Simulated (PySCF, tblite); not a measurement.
# C6H9NO− (doublet): geometry, infrared bands and EPR parameters

Wanted: the infrared bands and EPR parameters of C6H9NO− (doublet) (`C[C@@H]1C=C([C](N)[O-])C1`), by calculation.

Computed with tblite 0.8.0 and PySCF 2.14.0, with density-fitted response routines of our own, on a single molecule in the gas phase. Atoms count from 0, in the outputs and in this text.

## Step 1: The molecule as given

17 atoms, charge -1, multiplicity 2; geometry from: force field or distance geometry start.

Bonds of the start (Å): C0–C1 1.50, C1–C2 1.49, C2–C3 1.30, C3–C4 1.50, C4–N5 1.46, C4–O6 1.39, C3–C7 1.47, C7–C1 1.49, C0–H8 1.11, C0–H9 1.12, C0–H10 1.10, C1–H11 1.13, C2–H12 1.09, N5–H13 1.04, N5–H14 1.05, C7–H15 1.11, C7–H16 1.11.

## Step 2: Relaxing the molecule with GFN2-xTB

Job settings and geometry (Å):

```
{"job": {"kind": "relax", "xc": "GFN2-xTB", "basis": "xTB"}, "charge": -1, "multiplicity": 2}
C     -2.374500     0.279600    -0.383700
C     -1.181200     0.076700     0.510200
C      0.050600     0.798500     0.097600
C      0.773700    -0.238500    -0.184800
C      2.172800    -0.503700    -0.668600
N      2.960400     0.612600    -0.150000
O      2.606200    -1.667200    -0.048600
C     -0.337300    -1.120500     0.216800
H     -2.901100    -0.690800    -0.522500
H     -3.002900     1.052400     0.126200
H     -2.038800     0.642100    -1.368800
H     -1.419100     0.181100     1.609500
H      0.239100     1.875100     0.042600
H      2.681200     1.497400    -0.615900
H      2.684200     0.710300     0.861900
H     -0.783100    -1.706400    -0.614100
H     -0.137200    -1.786700     1.082300
```

Run with:

```console
$ OMP_NUM_THREADS=1 python probes_run.py task.json out
```

The driver reads the jobs from task.json and runs them one after another.

What it wrote:

```text
step      E/eV     max force
  0    -665.46788    5.622
  1    -666.19460    3.750
  2    -666.61731    2.909
  3    -666.99569    2.003
  4    -667.10715    1.082
  5    -667.17564    0.981
  6    -667.26722    0.751
  7    -667.34646    0.826
  8    -667.39169    0.510
  9    -667.41521    0.379
 10    -667.42969    0.337
 11    -667.44388    0.505
 12    -667.45595    0.308
 13    -667.46516    0.234
 14    -667.47371    0.326
 15    -667.48497    0.396
 16    -667.49744    0.460
 17    -667.50771    0.360
 18    -667.51416    0.169
 19    -667.51793    0.169
 20    -667.52128    0.158
 21    -667.52445    0.153
 22    -667.52722    0.131
 23    -667.53008    0.145
 24    -667.53377    0.191
 25    -667.53899    0.241
 26    -667.54593    0.207
 27    -667.55412    0.230
 28    -667.56382    0.216
 29    -667.57518    0.357
 30    -667.58755    0.333
 31    -667.59565    0.728
 32    -667.61021    0.360
 33    -667.62219    0.238
 34    -667.63384    0.325
 35    -667.63642    0.259
 36    -667.64094    0.148
 37    -667.64626    0.254
 38    -667.64985    0.177
 39    -667.65700    0.203
 40    -667.66412    0.201
 41    -667.67443    0.282
 42    -667.68048    0.430
 43    -667.68635    0.498
 44    -667.69632    0.168
 45    -667.70104    0.158
 46    -667.71052    0.203
 47    -667.71512    0.188
 48    -667.72270    0.171
 49    -667.72776    0.210
 50    -667.73208    0.181
 51    -667.73484    0.264
 52    -667.73892    0.120
 53    -667.74148    0.088
 54    -667.74331    0.079
 55    -667.74505    0.100
 56    -667.74706    0.113
 57    -667.74984    0.117
 58    -667.75314    0.125
 59    -667.75639    0.140
 60    -667.75913    0.120
 61    -667.76163    0.158
 62    -667.76385    0.239
 63    -667.76651    0.166
 64    -667.76866    0.121
 65    -667.77044    0.092
 66    -667.77154    0.088
 67    -667.77356    0.091
 68    -667.77474    0.088
 69    -667.77537    0.079
 70    -667.77576    0.065
 71    -667.77625    0.051
 72    -667.77675    0.046
 73    -667.77712    0.048
 74    -667.77731    0.042
 75    -667.77744    0.042
 76    -667.77759    0.037
 77    -667.77774    0.030
 78    -667.77786    0.026
 79    -667.77798    0.035
 80    -667.77815    0.040
 81    -667.77836    0.038
 82    -667.77853    0.028
 83    -667.77863    0.025
 84    -667.77871    0.024
 85    -667.77880    0.023
 86    -667.77891    0.025
 87    -667.77898    0.017
 88    -667.77901    0.017
 89    -667.77903    0.014
 90    -667.77906    0.010
 91    -667.77907    0.008
```

It took 0.46 s on 1 thread of Arm Neoverse V2, shared host.

Along the way: (not every step is listed)

```
step  energy from step 0 (eV)  largest force (eV/Å)
   0                   0.0000                5.6219
   1                  -0.7267                3.7497
   2                  -1.1494                2.9092
   3                  -1.5278                2.0034
   4                  -1.6393                1.0825
   5                  -1.7078                0.9805
   6                  -1.7993                0.7513
   7                  -1.8786                0.8257
   8                  -1.9238                0.5103
  15                  -2.0171                0.3965
  22                  -2.0593                0.1305
  29                  -2.1073                0.3565
  36                  -2.1731                0.1482
  43                  -2.2185                0.4977
  50                  -2.2642                0.1814
  57                  -2.2820                0.1165
  64                  -2.3008                0.1213
  71                  -2.3084                0.0514
  78                  -2.3100                0.0264
  85                  -2.3109                0.0226
  86                  -2.3110                0.0245
  87                  -2.3111                0.0168
  88                  -2.3111                0.0167
  89                  -2.3111                0.0144
  90                  -2.3112                0.0101
  91                  -2.3112                0.0083
```

Distances of close pairs at the start and the end, largest changes first:

```
  bond  before (Å)  after (Å)  change (Å)
 C4–O6       1.388      1.262      -0.126
 C3–C4       1.504      1.391      -0.113
 C2–C3       1.295      1.401      +0.105
 C1–C7       1.494      1.548      +0.055
 C3–C7       1.474      1.516      +0.041
N5–H14       1.053      1.015      -0.039
 C0–H9       1.119      1.091      -0.028
 C0–C1       1.505      1.532      +0.027
```

The final coordinates are the input of the step that follows.

## Step 3: Harmonic vibrations with GFN2-xTB

Job settings and geometry (Å):

```
{"job": {"kind": "ir", "xc": "GFN2-xTB", "basis": "xTB"}, "charge": -1, "multiplicity": 2}
C     -2.437032     0.248257    -0.487188
C     -1.286696     0.057679     0.506702
C     -0.061461     0.894362     0.302456
C      0.766866    -0.208467     0.057354
C      2.117350    -0.434425    -0.189235
N      2.918107     0.767534    -0.332660
O      2.698649    -1.548101    -0.311169
C     -0.385370    -1.174556     0.247981
H     -3.198712    -0.525051    -0.363372
H     -2.909281     1.221157    -0.340504
H     -2.057000     0.203651    -1.506028
H     -1.716824     0.076562     1.526146
H      0.059199     1.964775     0.274148
H      2.551883     1.517966     0.241166
H      3.882947     0.566628    -0.090869
H     -0.659974    -1.752997    -0.638174
H     -0.289650    -1.862943     1.093337
```

What it wrote:

```text
mode    cm-1     km/mol
  1      77.9      1.71
  2     120.5      9.48
  3     152.9      6.77
  4     208.4      1.02
  5     246.0      9.85
  6     271.6     23.65
  7     328.8      1.36
  8     339.2     16.14
  9     380.3      6.78
 10     458.5      1.67
 11     523.6     18.59
 12     542.1      9.42
 13     632.6      2.79
 14     809.6    212.00
 15     833.6    131.42
 16     904.0      1.25
 17     945.5      6.00
 18     957.0      5.31
 19    1008.2     91.92
 20    1027.2      3.40
 21    1061.9      5.82
 22    1071.8     17.75
 23    1132.3     64.56
 24    1137.9      9.11
 25    1178.4     17.22
 26    1211.7     21.37
 27    1237.9     17.37
 28    1291.6     40.29
 29    1321.3     55.05
 30    1386.2      0.55
 31    1436.9    292.12
 32    1488.2     25.50
 33    1508.4      1.00
 34    1509.2     32.61
 35    1514.2      1.41
 36    1695.8    233.89
 37    2734.0    258.27
 38    2900.3    134.11
 39    2933.5    103.61
 40    2954.9    148.21
 41    2978.6     93.67
 42    3019.4     48.75
 43    3049.4    197.33
 44    3358.3     49.09
 45    3417.6     18.84
```

Run time: 0.44 s. Hardware: 1 thread of Arm Neoverse V2, shared host.

Which atoms move in the most intense modes:

```
cm⁻¹  km/mol                                 atoms
 810   212.0           N5 19 %, H14 15 %, H13 15 %
 834   131.4  H14 21 %, C7 11 %, C0 11 %, H13 10 %
1437   292.1    C3 27 %, C4 23 %, C2 19 %, O6 17 %
1696   233.9             C4 47 %, C3 35 %, O6 10 %
2734   258.3                              H11 93 %
2900   134.1                    H16 63 %, H15 27 %
2955   148.2                               H8 87 %
3049   197.3                              H12 92 %
```

## Step 4: EPR parameters: B3LYP/pcH-1

Settings changed since step 3:

```diff
@@ -1,2 +1,2 @@
-{"job": {"kind": "ir", "xc": "GFN2-xTB", "basis": "xTB"}, "charge": -1, "multiplicity": 2}
+{"job": {"kind": "epr", "basis": "pcH-1"}, "charge": -1, "multiplicity": 2}
 C     -2.437032     0.248257    -0.487188
```

With the program's defaults for keys left out, this is: UKS B3LYP, pcH-1 on C H N O, non-relativistic, mean-field spin-orbit, GIAO.

What it wrote:

```text
UKS, coarse grid
  cycle   1  E = -363.78235696  |g| = 7.26e-01
  cycle   2  E = -362.16711334  |g| = 1.85e+00
  cycle   3  E = -363.93534089  |g| = 3.92e-01
  cycle   4  E = -364.00412242  |g| = 1.63e-01
  cycle   5  E = -364.01511006  |g| = 5.16e-02
  cycle   6  E = -364.01616765  |g| = 2.27e-02
  cycle   7  E = -364.01643830  |g| = 5.57e-03
  cycle   8  E = -364.01645482  |g| = 2.90e-03
  cycle   9  E = -364.01646002  |g| = 9.40e-04
UKS, final grid
  cycle   1  E = -364.01646205  |g| = 1.08e-03
  cycle   2  E = -364.01646150  |g| = 1.56e-03
  cycle   3  E = -364.01646267  |g| = 1.87e-04
  cycle   4  E = -364.01646269  |g| = 8.92e-05
  cycle   5  E = -364.01646269  |g| = 5.09e-05
  cycle   6  E = -364.01646269  |g| = 2.65e-05
E = -364.01646269 Eh   <S^2> = 0.7562 (exact 0.7500)
g shifts (ppm)      1          2          3
  rmc          -187       -187       -187
  gc             -3         39         34
  oz_so          -0       1559       1878
  total        -190       1412       1725
hyperfine (MHz)  atom isotope    a_iso     a_fc   dipolar eigenvalues
    0   13C      61.48      61.48     -1.24     -1.09      2.33
    1   13C     -17.84     -17.84     -1.03     -0.73      1.76
    2   13C      41.20      41.20    -40.90    -39.68     80.58
    3   13C     -10.14     -10.14    -15.53    -11.26     26.79
    4   13C       1.85       1.85    -19.91    -16.63     36.54
    5   14N       7.68       7.68     -1.49     -1.28      2.78
    6   17O     -17.10     -17.10    -64.45     31.61     32.84
    7   13C      -2.22      -2.22     -0.61     -0.43      1.04
    8    1H       2.74       2.74     -1.55     -1.41      2.97
    9    1H      -1.51      -1.51     -2.18     -1.40      3.58
   10    1H      -1.48      -1.48     -2.70     -1.07      3.76
   11    1H      43.15      43.15     -2.82     -2.38      5.20
   12    1H     -33.20     -33.20    -20.25      1.66     18.60
   13    1H       7.14       7.14     -3.40      0.17      3.23
   14    1H       7.38       7.38     -2.54     -1.41      3.96
   15    1H       2.06       2.06     -2.73     -0.99      3.71
   16    1H       2.04       2.04     -2.66     -1.11      3.77
```

Wall time 83 s (1 thread of Arm Neoverse V2, shared host); peak memory 0.97 GiB.

Principal g values 2.00213, 2.00373, 2.00404; g(iso) = 2.00330, against 2.00232 for a free electron.

Hyperfine couplings; where a row names several nuclei, a(iso) is their mean (it holds for fast rotation or exchange) and the dipolar term the largest among them:

```
     nuclei  isotope  a(iso) (MHz)  a(iso) (G, at g = 2.0023)  largest dipolar term (MHz)
         C0      13C          61.5                       21.9                         2.3
        H11       1H          43.2                       15.4                         5.2
         C2      13C          41.2                       14.7                        80.6
        H12       1H         -33.2                      -11.8                       -20.3
         C1      13C         -17.8                       -6.4                         1.8
         O6      17O         -17.1                       -6.1                       -64.5
         C3      13C         -10.1                       -3.6                        26.8
         N5      14N           7.7                        2.7                         2.8
   H13, H14       1H           7.3                        2.6                         4.0
         C7      13C          -2.2                       -0.8                         1.0
        H15       1H           2.1                        0.7                         3.7
        H16       1H           2.0                        0.7                         3.8
         C4      13C           1.9                        0.7                        36.5
H8, H9, H10       1H          -0.1                        0.0                         3.8
```

Mulliken spin populations:

C0 0.01; C1 -0.04; C2 0.53; C3 0.11; C4 0.17; N5 0.01; O6 0.18; C7 -0.01; H8 0.02; H9 0.00; H10 0.00; H11 0.03; H12 -0.02; H13 0.00; H14 0.00; H15 0.00; H16 0.00

In first order the couplings over 0.8 MHz of 1H, 14N give 144 distinct lines over 39.4 G, if the averaged nuclei exchange fast; the same motion can average rows kept apart here too.

Orbitals, density, ELF and potential are computed afterwards from the orbital file.

ELF in a plane through or near 8 of the atoms.

Values, 10 rows by 14 columns:
```
0.00 0.00 0.00 0.00 0.00 0.00 0.00 0.00 0.00 0.00 0.00 0.00 0.00 0.00
0.00 0.00 0.00 0.00 0.00 0.00 0.02 0.04 0.00 0.00 0.00 0.00 0.00 0.00
0.00 0.00 0.00 0.02 0.07 0.00 0.66 0.71 0.01 0.06 0.61 0.03 0.00 0.00
0.00 0.00 0.06 0.32 0.79 0.05 0.50 0.75 0.05 0.72 1.00 0.35 0.00 0.00
0.00 0.03 0.86 0.86 0.35 0.06 0.70 0.74 0.20 0.37 0.77 0.08 0.01 0.00
0.00 0.01 0.51 0.23 0.59 0.63 0.43 0.23 0.25 0.51 1.00 0.92 0.03 0.00
0.00 0.00 0.01 0.69 0.75 0.39 0.41 0.71 0.66 0.03 0.95 0.74 0.01 0.00
0.00 0.00 0.02 0.65 0.86 0.71 0.03 0.80 0.93 0.04 0.01 0.01 0.00 0.00
0.00 0.00 0.00 0.06 0.28 0.18 0.00 0.07 0.13 0.01 0.00 0.00 0.00 0.00
0.00 0.00 0.00 0.00 0.00 0.00 0.00 0.00 0.00 0.00 0.00 0.00 0.00 0.00
```
The map spans 13.0 Å across and 9.1 Å up, centred on the molecule. Atoms in the plane (x, y in Å): C0 (2.4, 0.4), C4 (-2.1, -0.5), N5 (-2.9, 0.7), O6 (-2.6, -1.6), H8 (3.2, -0.4), H9 (2.9, 1.3), H14 (-3.9, 0.4), H15 (0.7, -1.7).

log10 of the density (e/Å³) in the same plane.

Ten even steps from '0' (-4.0) to '9' (1.6):
```
0000000000000000000000000000
0000000000000000000000000000
0000000000012221100000000000
0000001111123333212221000000
0000112333234444323333210000
0001234444335554334544210000
0012345665445665445665321000
0013456776546666556775421000
0023567996556666667775431000
0023567787667666678876432000
0013455678777766666776432100
0012345678777666655666432000
0001346787666677654555421000
0001246897655677654343221000
0000245777544566543222100000
0000134565543445432110000000
0000013444322333322000000000
0000001222211222210000000000
0000000000000000000000000000
0000000000000000000000000000
```
The map spans 13.0 Å across and 9.1 Å up, centred on the molecule. Atoms in the plane (x, y in Å): C0 (2.4, 0.4), C4 (-2.1, -0.5), N5 (-2.9, 0.7), O6 (-2.6, -1.6), H8 (3.2, -0.4), H9 (2.9, 1.3), H14 (-3.9, 0.4), H15 (0.7, -1.7).

On the surface of density 0.002 e/bohr³ the electrostatic potential runs, from the 1st to the 99th percentile, from -6.19 V near O6 to -2.51 V near H14.

The spin density lies nearest to C2 32 %; O6 17 %; C3, C4 about 15 % each; H12 7 %.

## Step 5: What came out

```
                                 quantity                  value
strongest single infrared mode (GFN2-xTB)  1437 cm⁻¹, 292 km/mol
             zero-point energy (GFN2-xTB)          84.8 kcal/mol
                           g(iso) (B3LYP)                2.00330
                                     ⟨S²⟩     0.756 (exact 0.75)
       largest a(iso) (averaged by class)    13C on C0, 61.5 MHz
```

The optimisation took 91 steps and gained 2.311 eV; among the close pairs (by a distance rule), C4–O6 changed most, from 1.388 to 1.262 Å. All 45 modes are real, so the xTB geometry is a minimum. The strongest single mode, at 1437 cm⁻¹, is spread over several atoms, C3, C4, C2, O6 among them. Unscaled tight-binding wavenumbers are off by several per cent, some by more. Its intensities can rank the bands wrongly. The largest share of the spin, 0.53 e, sits on C2. The isotropic g lies 1.0 ppt above the free-electron value. The records flag this anion as possibly unbound in the gas phase, so the basis may hold the extra electron. These values are for one conformer; the search (at its own cheap level) found 2 more, at 0.01, 1.05 kcal/mol (those within 0.05 may be mirror or relabelled copies), and measured spectra average over such forms.
